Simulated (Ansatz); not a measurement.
## FH7OSi3, SMILES O[SiH](F)[SiH2][SiH3]: a geometry optimisation, step by step

With Ansatz 0.2.0 through its Python package.

Run as a notebook:

In [1]:
```python
import ansatz as az
import numpy as np
```

In [2]:
```python
config = {
    "basis_set": "cc-pVDZ",
    "functional": "cam_b3lyp",
}
```

In [3]:
```python
geometry_ang = [
    ("O", (-2.8811, -0.3868, 0.0879)),
    ("Si", (-1.3801, -0.1897, 0.6422)),
    ("F", (-1.3972, 1.1637, 1.4947)),
    ("Si", (0.2218, -0.0564, -1.0775)),
    ("Si", (2.1577, 0.0857, 0.0063)),
    ("H", (-3.5182, 0.4061, 0.3191)),
    ("H", (-1.0586, -1.3308, 1.5407)),
    ("H", (0.1514, -1.2708, -1.9414)),
    ("H", (-0.0835, 1.1373, -1.9083)),
    ("H", (3.2802, 0.1358, -0.9282)),
    ("H", (2.3484, -1.0838, 0.9308)),
    ("H", (2.2361, 1.3343, 0.8677)),
]
molecule = az.Crystal.molecule()
for symbol, xyz in geometry_ang:
    molecule = molecule.atom(symbol, xyz)

model = molecule.calculation()
model = model.basis(gaussian=config["basis_set"])
model = model.functional(config["functional"])
symbols = [site.symbol for site in molecule.cartesian_sites]
start = np.array([site.position_ang for site in molecule.cartesian_sites], dtype=float)
def progress(event):
    if event["event"] == "relax_step":
        row = event["data"]
        print(f"step {row['step']:3d}  E = {row['lagrangian_ev']:.6f} eV  max force {row['allowed_force_max_ev_ang']:.4f} eV/A")


report = model.relax(force_tolerance=0.005).session().plan().execute(on_event=progress).report
end = np.array(report["positions_ang"])
```
```text
step   1  E = -28511.571158 eV  max force 3.9687 eV/A
step   2  E = -28511.880226 eV  max force 1.3399 eV/A
step   3  E = -28511.960703 eV  max force 0.2883 eV/A
step   4  E = -28511.975167 eV  max force 0.1248 eV/A
step   5  E = -28511.980635 eV  max force 0.0986 eV/A
step   6  E = -28511.998897 eV  max force 0.2048 eV/A
step   7  E = -28512.004570 eV  max force 0.5822 eV/A
step   8  E = -28512.036138 eV  max force 0.1437 eV/A
step   9  E = -28512.045581 eV  max force 0.0470 eV/A
step  10  E = -28512.046897 eV  max force 0.0723 eV/A
step  11  E = -28512.043866 eV  max force 0.4605 eV/A
step  12  E = -28512.048247 eV  max force 0.0519 eV/A
step  13  E = -28512.045398 eV  max force 0.1846 eV/A
step  14  E = -28512.048935 eV  max force 0.0128 eV/A
step  15  E = -28512.049180 eV  max force 0.0394 eV/A
step  16  E = -28512.049347 eV  max force 0.0433 eV/A
step  17  E = -28512.049484 eV  max force 0.0993 eV/A
step  18  E = -28512.049710 eV  max force 0.0695 eV/A
step  19  E = -28512.050278 eV  max force 0.0140 eV/A
step  20  E = -28512.050522 eV  max force 0.0127 eV/A
step  21  E = -28512.050263 eV  max force 0.0782 eV/A
step  22  E = -28512.050796 eV  max force 0.0191 eV/A
step  23  E = -28512.050883 eV  max force 0.0294 eV/A
step  24  E = -28512.050967 eV  max force 0.0234 eV/A
step  25  E = -28512.050984 eV  max force 0.0750 eV/A
step  26  E = -28512.051064 eV  max force 0.0504 eV/A
step  27  E = -28512.051084 eV  max force 0.0409 eV/A
step  28  E = -28512.051388 eV  max force 0.0183 eV/A
step  29  E = -28512.051421 eV  max force 0.0196 eV/A
step  30  E = -28512.051448 eV  max force 0.0187 eV/A
step  31  E = -28512.051488 eV  max force 0.0162 eV/A
step  32  E = -28512.051507 eV  max force 0.0153 eV/A
step  33  E = -28512.051530 eV  max force 0.0120 eV/A
step  34  E = -28512.051543 eV  max force 0.0094 eV/A
step  35  E = -28512.051544 eV  max force 0.0058 eV/A
step  36  E = -28512.051554 eV  max force 0.0031 eV/A
```

In [4]:
```python
for key in ("converged", "free_energy_ev", "reference_energy_ev", "n_frozen", "n_occupied", "n_virtual"):
    print(f"{key:22s} {report[key]}")
```
```text
converged              True
free_energy_ev         -28512.051706562394
reference_energy_ev    -28512.051706562394
n_frozen               0
n_occupied             [33, 33]
n_virtual              [84, 84]
```

In [5]:
```python
print("bond        before    after (A)")
for i, j in [(0, 1), (0, 5), (1, 2), (1, 3), (1, 6), (3, 4), (3, 7), (3, 8), (4, 9), (4, 10), (4, 11)]:
    d0, d1 = (np.linalg.norm(xyz[i] - xyz[j]) for xyz in (start, end))
    print(f"{symbols[i]}{i}-{symbols[j]}{j}".ljust(10), f"{d0:8.4f} {d1:8.4f}")
for i, j, k in [(1, 0, 5), (0, 1, 2), (0, 1, 3), (0, 1, 6), (2, 1, 3), (2, 1, 6), (3, 1, 6), (1, 3, 4)]:
    u, v = end[i] - end[j], end[k] - end[j]
    print(f"angle {symbols[i]}{i}-{symbols[j]}{j}-{symbols[k]}{k}: {np.degrees(np.arccos(np.clip(u @ v / np.linalg.norm(u) / np.linalg.norm(v), -1, 1))):.2f} deg")
```
```text
bond        before    after (A)
O0-Si1       1.6122   1.6681
O0-H5        1.0431   0.9654
Si1-F2       1.5996   1.6520
Si1-Si3      2.3540   2.3470
Si1-H6       1.4875   1.4839
Si3-Si4      2.2232   2.3494
Si3-H7       1.4920   1.4956
Si3-H8       1.4861   1.4980
Si4-H9       1.4614   1.4937
Si4-H10      1.5029   1.4932
Si4-H11      1.5189   1.4919
angle Si1-O0-H5: 116.64 deg
angle O0-Si1-F2: 109.83 deg
angle O0-Si1-Si3: 114.11 deg
angle O0-Si1-H6: 105.00 deg
angle F2-Si1-Si3: 104.66 deg
angle F2-Si1-H6: 107.14 deg
angle Si3-Si1-H6: 115.89 deg
angle Si1-Si3-Si4: 109.40 deg
```

In [6]:
```python
charges = report["charge_distribution"]
print("dipole moment", round(4.803205 * float(np.linalg.norm(charges["dipole_moment_e_ang"])), 3), "D")
print("Mulliken:", [(s, round(q, 3)) for s, q in zip(symbols, charges["mulliken_charges_e"])])
```
```text
dipole moment 1.791 D
Mulliken: [('O', -0.337), ('Si', 0.662), ('F', -0.321), ('Si', -0.014), ('Si', 0.183), ('H', 0.175), ('H', -0.097), ('H', -0.042), ('H', -0.053), ('H', -0.054), ('H', -0.054), ('H', -0.046)]
```

What to keep in mind:
- Total energies depend on the basis set; only differences at equal settings carry meaning.
- The end point is the stationary point reached from this start; no frequency run checks that it is a minimum, and the basis set is modest.
- It ran for 5.4 min on 1 thread of Intel(R) Xeon(R) Platinum 8488C (Sapphire Rapids), on a shared host, peak memory 0.44 GiB.

(Lines on the test bed's own set-up are left out of the output.)
